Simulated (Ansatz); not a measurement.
Run this with the Python package of Ansatz (0.2.0) and show what comes out.

Contents of `br2fsi.xyz`:
```text
4

F     0.43450    0.18190    1.59220
Si   -0.48570   -0.03010    0.25500
Br    0.19510   -1.88720   -0.72600
Br   -0.08840    1.67510   -1.14150
```

Script `energy_br2fsi.py`:
```python
from pathlib import Path

import ansatz as az

molecule = az.Crystal.molecule_from_extxyz('br2fsi.xyz')

setup = (
    molecule.calculation()
    .basis(gaussian='cc-pVDZ')
    .functional(az.LibraryFunctional('PBE-QIDH'))
    .spin('collinear', total=1)
    .orbitals()
)
result = setup.run(threads=1, pin='off', runs_dir='runs')
data = result.report

print('reference energy %16.6f eV' % data['reference_energy_ev'])
print('total energy     %16.6f eV' % data['free_energy_ev'])
print('occupied orbitals outside the frozen core (up, down):', data['n_occupied'], ' frozen:', data['n_frozen'], ' virtual:', data['n_virtual'])

lines = Path(data['orbitals_path']).read_text().splitlines()
field_of = lambda key: [line.split('=')[1].strip() for line in lines if line.startswith(key)]
orbitals = [(27.211386 * float(e), s, float(n)) for e, s, n in zip(field_of('Ene='), field_of('Spin='), field_of('Occup='))]
homo = max(e for e, _, n in orbitals if n > 0.5)
lumo = min(e for e, _, n in orbitals if n < 0.5)
for e, spin, n in sorted(orbitals):
    if homo - 10 < e < lumo + 5:
        print(f'{spin:6s} {e:10.3f} eV  occupation {n:.0f}')
```

```console
$ python energy_br2fsi.py
reference energy   -150637.860850 eV
total energy       -150643.144050 eV
occupied orbitals outside the frozen core (up, down): [23, 22]  frozen: 24  virtual: [39, 40]
Alpha     -19.247 eV  occupation 1
Beta      -18.677 eV  occupation 1
Alpha     -16.635 eV  occupation 1
Alpha     -16.537 eV  occupation 1
Beta      -16.468 eV  occupation 1
Beta      -16.201 eV  occupation 1
Alpha     -15.712 eV  occupation 1
Beta      -15.019 eV  occupation 1
Alpha     -13.216 eV  occupation 1
Beta      -12.724 eV  occupation 1
Alpha     -12.254 eV  occupation 1
Beta      -11.765 eV  occupation 1
Alpha     -11.636 eV  occupation 1
Beta      -11.542 eV  occupation 1
Alpha     -11.178 eV  occupation 1
Beta      -11.015 eV  occupation 1
Alpha     -10.808 eV  occupation 1
Beta      -10.740 eV  occupation 1
Alpha      -9.327 eV  occupation 1
Beta       -1.974 eV  occupation 0
Alpha       1.542 eV  occupation 0
Alpha       1.876 eV  occupation 0
Beta        2.063 eV  occupation 0
Alpha       2.134 eV  occupation 0
Beta        2.536 eV  occupation 0
Beta        2.877 eV  occupation 0
```

Notes:
- Total energies depend on the basis set; only differences at equal settings carry meaning.
- The geometry is a force-field or estimated start, not a minimum of this method, and the basis set is short of its limit.
- The species is open-shell (spin multiplicity 2).
- Levels such as HOMO and LUMO are orbital energies: with these approximate functionals they aren't the ionisation energy and electron affinity, and their gap isn't the fundamental gap.
- Wall time of the script: 10 s on 1 thread of Arm Neoverse V1, with other jobs on the host, peak memory 0.36 GiB.

(Lines on the test bed's own set-up are left out of the output.)
